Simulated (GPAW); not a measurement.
# Pb2O (Pn-3m) in GPAW: notebook, part 2 of 2

GPAW 26.7.0. Earlier steps stand in the parts before.

## (3) Single point, PBE

run.py reads:

```python
from ase import Atoms
from ase.dft.bandgap import bandgap
from ase.io import write
from ase.units import GPa
from gpaw import GPAW, PW

atoms = Atoms(['Pb', 'Pb', 'Pb', 'Pb', 'O', 'O'],
              cell=[[5.38, 0.0, 0.0],
                    [0.0, 5.38, 0.0],
                    [0.0, 0.0, 5.38]],
              scaled_positions=[[0.75, 0.25, 0.75],
                                [0.25, 0.75, 0.75],
                                [0.75, 0.75, 0.25],
                                [0.25, 0.25, 0.25],
                                [0.5, 0.5, 0.5],
                                [0.0, 0.0, 0.0]],
              pbc=True)

calc = GPAW(mode=PW(600),
            xc='PBE',
            kpts={'size': (4, 4, 4), 'gamma': True},
            occupations={'name': 'fermi-dirac', 'width': 0.05},
            nbands=53,
            maxiter=120,
            txt='gpaw.txt')
atoms.calc = calc
energy = atoms.get_potential_energy()
forces = atoms.get_forces()
stress = atoms.get_stress()
calc.write('gs.gpw')
write('result.traj', atoms)
print(f'Energy: {energy:.6f} eV')
print('Forces (eV/A):')
print(forces.round(4))
print('Stress (GPa):', (stress / GPa).round(3))
print('Fermi level:', round(calc.get_fermi_level(), 4), 'eV')
print(f'Gap: {bandgap(calc)[0]:.4f} eV, direct: {bandgap(calc, direct=True)[0]:.4f} eV')
```

Potentials or basis: GPAW PAW data sets (gpaw-data 1.2.1), pw.

The run is started by

```bash
> OMP_NUM_THREADS=1 python run.py
```

gpaw.txt:

```text
__  _  _
 | _ |_)|_||  |
 |__||  | ||/\| - 26.7.0

Input parameters:
  mode=PW(ecut=600.0),
  kpts=MonkhorstPack(size=(4, 4, 4), gamma=True),
  maxiter=120,
  nbands=53,
  occupations=Occupations(name='fermi-dirac', width=0.05),
  xc=XC(name='PBE')

Diagonalizing LCAO Hamiltonian
Converting LCAO to pw mode
    .------------.
   /|            |
  / |            |
 *  |  Pb        |
 |  |      Pb    |
 |  |    O       |
 |  |        Pb  |
 |  .Pb----------.
 | /            /
 |/            /
 O------------*

Atoms  # Å, Bohr magnetons
|   | symbol |        x |        y |        z |    initial magnetic moments |
|---|--------|----------|----------|----------|-----------------------------|
| 0 |     Pb | 4.035000 | 1.345000 | 4.035000 | ( 0.0000,  0.0000,  0.0000) |
| 1 |     Pb | 1.345000 | 4.035000 | 4.035000 | ( 0.0000,  0.0000,  0.0000) |
| 2 |     Pb | 4.035000 | 4.035000 | 1.345000 | ( 0.0000,  0.0000,  0.0000) |
| 3 |     Pb | 1.345000 | 1.345000 | 1.345000 | ( 0.0000,  0.0000,  0.0000) |
| 4 |      O | 2.690000 | 2.690000 | 2.690000 | ( 0.0000,  0.0000,  0.0000) |
| 5 |      O | 0.000000 | 0.000000 | 0.000000 | ( 0.0000,  0.0000,  0.0000) |

Unit cell  # Å
| periodic |        x |        y |        z |  lengths |    angles |
|----------|----------|----------|----------|----------|-----------|
|      yes | 5.380000 | 0.000000 | 0.000000 | 5.380000 | 90.000000 |
|      yes | 0.000000 | 5.380000 | 0.000000 | 5.380000 | 90.000000 |
|      yes | 0.000000 | 0.000000 | 5.380000 | 5.380000 | 90.000000 |

Number of symmetries: 24
Symmetry operations  # r_c * U_cc + t_c -> r_c
|    | kind |            matrix            |
|----|------|------------------------------|
|  0 |  E   |  1, 0, 0,  0, 1, 0,  0, 0, 1 |
|  1 |  σ   |  1, 0, 0,  0, 0, 1,  0, 1, 0 |
|  2 |  σ   |  1, 0, 0,  0, 0,-1,  0,-1, 0 |
|  3 |  C2  |  1, 0, 0,  0,-1, 0,  0, 0,-1 |
|  4 |  σ   |  0, 1, 0,  1, 0, 0,  0, 0, 1 |
|  5 |  C3  |  0, 1, 0,  0, 0, 1,  1, 0, 0 |
|  6 |  C3  |  0, 1, 0,  0, 0,-1, -1, 0, 0 |
|  7 |  S4  |  0, 1, 0, -1, 0, 0,  0, 0,-1 |
|  8 |  C3  |  0, 0, 1,  1, 0, 0,  0, 1, 0 |
|  9 |  σ   |  0, 0, 1,  0, 1, 0,  1, 0, 0 |
| 10 |  S4  |  0, 0, 1,  0,-1, 0, -1, 0, 0 |
| 11 |  C3  |  0, 0, 1, -1, 0, 0,  0,-1, 0 |
| 12 |  C3  |  0, 0,-1,  1, 0, 0,  0,-1, 0 |
| 13 |  σ   |  0, 0,-1,  0, 1, 0, -1, 0, 0 |
| 14 |  S4  |  0, 0,-1,  0,-1, 0,  1, 0, 0 |
| 15 |  C3  |  0, 0,-1, -1, 0, 0,  0, 1, 0 |
| 16 |  S4  |  0,-1, 0,  1, 0, 0,  0, 0,-1 |
| 17 |  C3  |  0,-1, 0,  0, 0, 1, -1, 0, 0 |
| 18 |  C3  |  0,-1, 0,  0, 0,-1,  1, 0, 0 |
| 19 |  σ   |  0,-1, 0, -1, 0, 0,  0, 0, 1 |
| 20 |  C2  | -1, 0, 0,  0, 1, 0,  0, 0,-1 |
| 21 |  S4  | -1, 0, 0,  0, 0, 1,  0,-1, 0 |
| 22 |  S4  | -1, 0, 0,  0, 0,-1,  0, 1, 0 |
| 23 |  C2  | -1, 0, 0,  0,-1, 0,  0, 0, 1 |

BZ-sampling:
  Number of BZ points: 64
  Number of IBZ points: 10

  Monkhorst-Pack size: [4, 4, 4]
  Monkhorst-Pack shift: [0.125, 0.125, 0.125]

K-points  # in reciprocal-cell coordinates
|   |                                coordinates |     weight |
|---|--------------------------------------------|------------|
| 0 | (  0.00000000,   0.00000000,   0.00000000) | 0.01562500 |
| 1 | (  0.25000000,   0.00000000,   0.00000000) | 0.09375000 |
| 2 | (  0.25000000,   0.25000000,   0.00000000) | 0.18750000 |
| 3 | (  0.25000000,   0.25000000,   0.25000000) | 0.12500000 |
| 4 | (  0.50000000,   0.00000000,   0.00000000) | 0.04687500 |
| 5 | (  0.50000000,   0.25000000,   0.00000000) | 0.18750000 |
| 6 | (  0.50000000,   0.25000000,   0.25000000) | 0.18750000 |
| 7 | (  0.50000000,   0.50000000,   0.00000000) | 0.04687500 |
| 8 | (  0.50000000,   0.50000000,   0.25000000) | 0.09375000 |
| 9 | (  0.50000000,   0.50000000,   0.50000000) | 0.01562500 |

Plane wave coefficients: 5232
Cutoff: 600.0 eV

Spin-components: 1 (collinear spins)
Bands:           53
Projectors:      34
Spin-degeneracy: 2
Datatype:        complex128

Parallelization:
  kpt:    1
  domain: 1
  band:   1

Density:
  Valence electrons: 68.0
  Components: 1
  Grid points: [32 32 32]
  Charge: 0.0  # |e|

Potential:
  Grid points: [32 32 32]

species:
  Pb:
    name:    Lead
    Z:       82.0
    valence: 14
    core:    68
    charge:  0.0  # [|e|]
    compensation charges:
      type: gauss
      rc: 0.38  # [Å]
      lmax: 2
    cutoffs:
      filter: 2.36  # [Å]
      core: 2.43  # [Å]
    projectors
    | kind |    occ | energy [eV] | rcut [Å] |
    |------|--------|-------------|----------|
    |   6s |  2.000 |     -11.969 |    1.259 |
    |   6p |  2.000 |      -3.506 |    1.275 |
    |   5d | 10.000 |     -21.211 |    1.217 |
    |    s |        |      15.243 |    1.259 |
    |    p |        |      23.705 |    1.275 |
    |    d |        |       6.001 |    1.217 |

    Using partial waves for Pb as LCAO basis

  O:
    name:    Oxygen
    Z:       8.0
    valence: 6
    core:    2
    charge:  0.0  # [|e|]
    compensation charges:
      type: gauss
      rc: 0.21  # [Å]
      lmax: 2
    cutoffs:
      filter: 1.17  # [Å]
      core: 0.83  # [Å]
    projectors
    | kind |    occ | energy [eV] | rcut [Å] |
    |------|--------|-------------|----------|
    |   2s |  2.000 |     -23.961 |    0.688 |
    |   2p |  4.000 |      -9.029 |    0.598 |
    |    s |        |       3.251 |    0.688 |
    |    p |        |      18.182 |    0.598 |
    |    d |        |       0.000 |    0.619 |

    Using partial waves for O as LCAO basis

Reference energy: -2273179.558059  # eV

eigensolver:
  PPCG
  Converge bands: occupied
  niter=2

density mixing:
  MSR1-Mixer
  Pratt-step length: 0.05
  Maximum mixing coefficient: 0.75
  Old densities: 10
  SVD Regularization: 0.005
  Good broyden scale: 1.0
  Trust region scale: 1.0
  Backstep threshold: 4.0
  History deletion threshold: 6.0
  Fourier metric: weight=20.0, sigma=0.015

occupation numbers:
  Fermi-Dirac:
    width: 0.0500  # eV

poisson solver:
  ecut: 4800.0  # eV

xc functional:
  name: PBE with 2 nearest neighbor stencil

convergence criteria:
- Maximum [total energy] change in last 3 cyles: 0.0005 eV / valence electron
- Maximum integral of absolute [dens]ity change: 0.0001 electrons / valence electron
- Maximum integral of absolute [eigenst]ate change: 4e-08 eV^2 / valence electron
maximum number of iterations: 120

SCF iterations
|iter     | |      energy | eigst |  dens |
|---------|-|-------------|-------|-------|
|iter:   1| |  -32.917012 | +0.15 |       |
|iter:   2| |  -31.268817 | -1.04 | -1.16 |
|iter:   3| |  -27.934736 | -0.50 | -1.22 |
|iter:   4| |  -27.841571 | -1.93 | -1.71 |
|iter:   5| |  -28.025379 | -1.61 | -1.87 |
|iter:   6| |  -27.818110 | -1.93 | -1.75 |
|iter:   7| |  -27.818866 | -3.84 | -2.88 |
|iter:   8| |  -27.818537c| -4.50 | -3.22 |
|iter:   9| |  -27.818459c| -5.50 | -3.57 |
|iter:  10| |  -27.818461c| -6.44 | -3.99 |
|iter:  11| |  -27.818476c| -6.89 | -4.17c|
|iter:  12| |  -27.818480c| -7.56c| -4.92c|

Converged in 12 steps
Energy contributions relative to reference atoms: (reference = -2273179.558059)

Energy contributions:
  Kinetic:          64.121855
  Coulomb:         -63.266102
  Zero:             -0.004839
  External:          0.000000
  Xc:              -28.658347
  Entropy:          -0.022094
  Spinorbit:         0.000000
  ----------------------------
  Free energy:     -27.829527
  Extrapolated:    -27.818480

dipole moment: (-15.148170, -15.148170, -15.148170)  # |e|*Ang

Fermi level: 5.285
Eigenvalues  # (at kpt = [0.000, 0.000, 0.000])
| band index |      eig [eV] | occ [0-2] |
|------------|---------------|-----------|
|          0 |       -13.168 |     2.000 |
|        ... |               |           |
|         26 |         1.522 |     2.000 |
|         27 |         1.522 |     2.000 |
|         28 |         1.522 |     2.000 |
|         29 |         3.362 |     2.000 |
|         30 |         3.362 |     2.000 |
|         31 |         4.862 |     2.000 |
[... 8 lines left out ...]
|         40 |        10.881 |     0.000 |
|         41 |        11.125 |     0.000 |
|        ... |               |           |
|         52 |        18.646 |     0.000 |

No gap
No difference between direct/indirect transitions

Forces  # eV/Ang
|        x |        y |        z |
|----------|----------|----------|
| -0.00001 |  0.00001 | -0.00001 |  # Pb   0
|  0.00001 | -0.00001 | -0.00001 |  # Pb   1
| -0.00001 | -0.00001 |  0.00001 |  # Pb   2
|  0.00001 |  0.00001 |  0.00001 |  # Pb   3
|  0.00000 |  0.00000 |  0.00000 |  # O    4
|  0.00000 | -0.00000 |  0.00000 |  # O    5

Stress tensor  # eV/Ang^3
|         x |         y |         z |
|-----------|-----------|-----------|
| -0.007276 | -0.000000 |  0.000000 |
| -0.000000 | -0.007276 | -0.000000 |
|  0.000000 | -0.000000 | -0.007276 |

# Writing to gs.gpw (mode='')
```

It took 47 s on 1 thread of Arm Neoverse V2, shared host; peak memory 0.24 GiB.

What came out:

- Free energy: -27.8295 eV
- Pressure: 1.2 GPa
- Band gap on the k mesh: none (metal or under the smearing width)

Levels at points of the mesh, in eV from the Fermi level:
| k point | band 32 | band 33 | band 34 | band 35 | band 36 | band 37 |
| --- | --- | --- | --- | --- | --- | --- |
| (0.00, 0.00, 0.00) | -0.42 | -0.42 | -0.42 | 2.23 | 2.23 | 2.23 |
| (0.50, 0.00, 0.00) | -0.84 | -0.46 | -0.46 | 1.19 | 1.19 | 2.08 |
| (0.50, 0.50, 0.00) | -1.08 | -0.02 | -0.02 | 1.58 | 1.58 | 2.07 |
| (0.50, 0.50, 0.50) | -0.74 | -0.74 | -0.74 | -0.74 | 1.50 | 4.76 |

Caveat: the cutoff is short for stress and forces, so pressures can be off by a GPa or more. Spin-orbit coupling is left out, which matters for the levels of Pb.

## (4) For comparison

An earlier run on the cell as given: functional PBEsol; potentials or basis PAW data sets generated in the run's folder for this functional; cutoff 800 eV; basis pw; k mesh 5 × 5 × 5; occupations fermi-dirac, width 0.05 eV; no spin polarisation.

* Pressure: -0.4 GPa
* Band gap on the k mesh: none (metal or under the smearing width)

## (5) Summary

| level | potentials or basis | k mesh | cutoff (eV) | maxiter | convergence | gap on the mesh (eV) | pressure (GPa) |
| --- | --- | --- | --- | --- | --- | --- | --- |
| LDA | the program's PAW data sets (release 1.2.1) made for this functional, pw | 4 × 4 × 4 | 600 | 120 | default | none | -3.5 |
| PBE | GPAW PAW data sets (gpaw-data 1.2.1), pw | 4 × 4 × 4 | 600 | 120 | default | none | 1.2 |
| PBEsol | PAW data sets generated in the run's folder for this functional, pw | 5 × 5 × 5 | 800 | 150 | - | none | -0.4 |

Alike in all rows: task single point; no spin polarisation; cell as given; smearing fermi-dirac 0.05 eV.

Caveats: the cutoff is short for stress and forces, so pressures can be off by a GPa or more (some runs).

Total energies depend on the potentials used, so only differences within one code and one set of settings carry meaning.
